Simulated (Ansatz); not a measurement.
# CH6ClFSi2, SMILES F[SiH2]C([SiH3])Cl: energies of removing a hydrogen

Program: Ansatz 0.2.0 through its Python package.

At the Python prompt:
```pycon
>>> import ansatz as az
>>> BASIS_SET = 'def2-SVP'
>>> FUNCTIONAL = 'r2scan'
>>> def energy(molecule, charge=0, unpaired=0):
...     calc = molecule.calculation().basis(gaussian=BASIS_SET).functional(FUNCTIONAL)
...     if charge:
...         calc = calc.charge(charge)
...     if unpaired:
...         calc = calc.spin('collinear', total=unpaired)
...     report = calc.run(threads=1).report
...     if report['published_state_doubts']:
...         print('  doubts:', report['published_state_doubts'])
...     return report['free_energy_ev']
...
>>> GEOMETRY = '''
... F    -1.17510    1.11440    1.67060
... Si   -0.30530    1.41660    0.36960
... C    -0.40710   -0.04260   -0.74590
... Si    0.51820   -1.41120    0.15710
... Cl    0.50850    0.28700   -2.26420
... H     1.07430    1.76160    0.82950
... H    -0.81340    2.62600   -0.31070
... H    -1.36390   -0.27560   -1.01570
... H    -0.28280   -1.77600    1.44190
... H     1.85460   -1.11050    0.54850
... H     0.45740   -2.64680   -0.66000
... '''
>>> def without(molecule, index):
...     rest = az.Crystal.molecule()
...     for i, site in enumerate(molecule.cartesian_sites):
...         if i != index:
...             rest = rest.atom(site.symbol, site.position_ang)
...     return rest
...
>>> molecule = az.Crystal.molecule()
>>> for line in GEOMETRY.strip().splitlines():
...     symbol, *xyz = line.split()
...     molecule = molecule.atom(symbol, [float(v) for v in xyz])
...
>>> whole = energy(molecule, 0)

>>> hydrogen = energy(az.Crystal.molecule().atom('H', (0, 0, 0)), 0, 1)
>>> print(f'E(molecule) = {whole:.5f} eV, E(H) = {hydrogen:.5f} eV')
E(molecule) = -32114.62874 eV, E(H) = -13.58417 eV
>>> for index in [6, 7, 10]:
...     radical = energy(without(molecule, index), 0, 1)
...     print(f'H{index}: homolysis {96.485332 * (radical + hydrogen - whole):.1f} kJ/mol')
...     anion = energy(without(molecule, index), -1)
...     print(f'H{index}: loss of a proton {96.485332 * (anion - whole):.1f} kJ/mol')
...
H6: homolysis 393.0 kJ/mol
H6: loss of a proton 1664.8 kJ/mol
H7: homolysis 427.3 kJ/mol
H7: loss of a proton 1553.7 kJ/mol
H10: homolysis 380.5 kJ/mol
H10: loss of a proton 1611.9 kJ/mol
```

Notes:
- Total energies depend on the basis set; only differences at equal settings carry meaning.
- The geometry is a force-field or estimated start, not a minimum of this method, and the basis set is short of its limit. All parts are taken at fixed geometry, without zero-point energy.
- Anions want diffuse functions, which this basis lacks.
- It ran for 68 s on 1 thread of Intel(R) Xeon(R) Platinum 8259CL CPU @ 2.50GHz (Skylake/Cascade Lake), with other jobs on the host, peak memory 0.3 GiB.

(Lines on the test bed's own set-up are left out of the output.)
